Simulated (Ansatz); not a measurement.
Write a Python script for Ansatz's Python interface that makes a small convex hull of the K-Rb system. Settings (first run): PBEsol, PAW, cutoff 520 eV, 4×4×4 k-points, Fermi-Dirac smearing of 0.05 eV.

`k3rb_k3rb_fm_3m.vasp`
```text
K3Rb
1.0
   0.00000000    5.45210463    5.45210463
   5.45210463    0.00000000    5.45210463
   5.45210463    5.45210463    0.00000000
K Rb
3 1
Direct
   0.25000000    0.25000000    0.25000000
   0.75000000    0.75000000    0.75000000
   0.50000000    0.50000000    0.50000000
   0.00000000    0.00000000    0.00000000
```

Input file `k3rb_krb3_pm_3m.xyz`:
```text
4
Lattice="7.14148508 0.0 0.0 0.0 7.14148508 0.0 0.0 0.0 7.14148508" Properties=species:S:1:pos:R:3 pbc="T T T"
K     0.00000000    0.00000000    0.00000000
Rb    0.00000000    3.57074254    3.57074254
Rb    3.57074254    0.00000000    3.57074254
Rb    3.57074254    3.57074254    0.00000000
```

The script reads `k3rb_k.cif`:
```cif
data_K
_cell_length_a 4.524983
_cell_length_b 4.524983
_cell_length_c 4.524983
_cell_angle_alpha 109.47122
_cell_angle_beta 109.47122
_cell_angle_gamma 109.47122
_symmetry_space_group_name_H-M 'P 1'
_symmetry_Int_Tables_number 1
loop_
_symmetry_equiv_pos_as_xyz
'x, y, z'
loop_
_atom_site_label
_atom_site_type_symbol
_atom_site_fract_x
_atom_site_fract_y
_atom_site_fract_z
K1 K    0.000000    0.000000    0.000000
```

Input file `k3rb_rb.vasp`:
```text
Rb
1.0
  -2.80250000    2.80250000    2.80250000
   2.80250000   -2.80250000    2.80250000
   2.80250000    2.80250000   -2.80250000
Rb
1
Direct
   0.00000000    0.00000000    0.00000000
```

Script `k3rb.py`:
```python
from collections import Counter
import warnings

import ansatz as az
from ase.io import read
import numpy as np
import pandas as pd


def compute(name, crystal):
    calc = (
        crystal.calculation()
        .functional("pbesol")
        .basis(520)
        .kpoints(spacing=0.27)
        .occupations("fermi_dirac", width=0.05)
    )
    calc = calc.relax(force_tolerance=0.03, fix_cell=["shape"])
    return calc.run(threads=1)


def counts(outcome):
    return Counter(site.symbol for site in outcome.lattice.sites)

def formation_energy(outcome, mu):
    n = counts(outcome)
    return (outcome.report["energy_sigma0_ev"] - sum(k * mu[element] for element, k in n.items())) / sum(n.values())


def main() -> None:
    warnings.simplefilter("ignore", az.DeckWarning)

    phases = {}
    atoms = read("k3rb_k3rb_fm_3m.vasp", format="vasp")
    k3rb_fm_3m = az.Crystal.from_ase(atoms)
    phases["K3Rb Fm-3m"] = k3rb_fm_3m
    krb3_pm_3m = az.Crystal.from_extxyz("k3rb_krb3_pm_3m.xyz")
    phases["KRb3 Pm-3m"] = krb3_pm_3m
    atoms = read("k3rb_k.cif")
    k = az.Crystal.from_ase(atoms)
    phases["K"] = k
    atoms = read("k3rb_rb.vasp", format="vasp")
    rb = az.Crystal.from_ase(atoms)
    phases["Rb"] = rb

    done = {}
    for name, crystal in phases.items():
        done[name] = compute(name, crystal)
        print(f"{name}: {done[name].report['energy_sigma0_ev']:.4f} eV, {len(done[name].lattice.sites)} atoms")

    references = {"K": "K", "Rb": "Rb"}
    mu = {element: done[name].report["energy_sigma0_ev"] / len(done[name].lattice.sites) for element, name in references.items()}
    points = sorted((counts(o)["Rb"] / len(o.lattice.sites), formation_energy(o, mu), name) for name, o in done.items())

    hull = []
    for x, e, _ in points:
        while len(hull) > 1 and (hull[-1][0] - hull[-2][0]) * (e - hull[-2][1]) - (hull[-1][1] - hull[-2][1]) * (x - hull[-2][0]) <= 0:
            hull.pop()
        hull.append((x, e))
    rows = [(name, x, e, e - np.interp(x, *zip(*hull))) for x, e, name in points]
    print(pd.DataFrame(rows, columns=["phase", "x(Rb)", "E_form (eV/atom)", "above hull (eV/atom)"]).round(4).to_string(index=False))
    print("on the hull of these phases:", ", ".join(row[0] for row in rows if row[3] < 1e-6))


if __name__ == "__main__":
    main()
```

```console
$ python k3rb.py
K3Rb Fm-3m: -7765.0641 eV, 4 atoms
KRb3 Pm-3m: -11166.9655 eV, 4 atoms
K: -1516.0297 eV, 1 atoms
Rb: -3216.9754 eV, 1 atoms
     phase  x(Rb)  E_form (eV/atom)  above hull (eV/atom)
         K   0.00            0.0000                0.0000
K3Rb Fm-3m   0.25            0.0001                0.0009
KRb3 Pm-3m   0.75           -0.0024                0.0000
        Rb   1.00            0.0000                0.0000
on the hull of these phases: K, KRb3 Pm-3m, Rb
```

Reading the output:
- Total energies depend on the potentials; only differences at equal settings carry meaning.
- For the metals among these phases the mesh is modest: differences between phases can be off by up to 40 meV an atom.
- Atoms and volume are relaxed with the cell's shape held, which in cells of lower than cubic symmetry can hide stresses and shift volumes.
- The cells come from databases of deposited and of computed structures, and not all need be stable phases.
- Differences under about 40 meV an atom lie within the error of mesh and functional, so such verdicts may flip; only the cells listed enter the hull.
- Timing: 56 s on 1 thread of Arm Neoverse V1 (shared host), peak memory 0.72 GiB.

(Lines on the test bed's own set-up are left out of the output.)
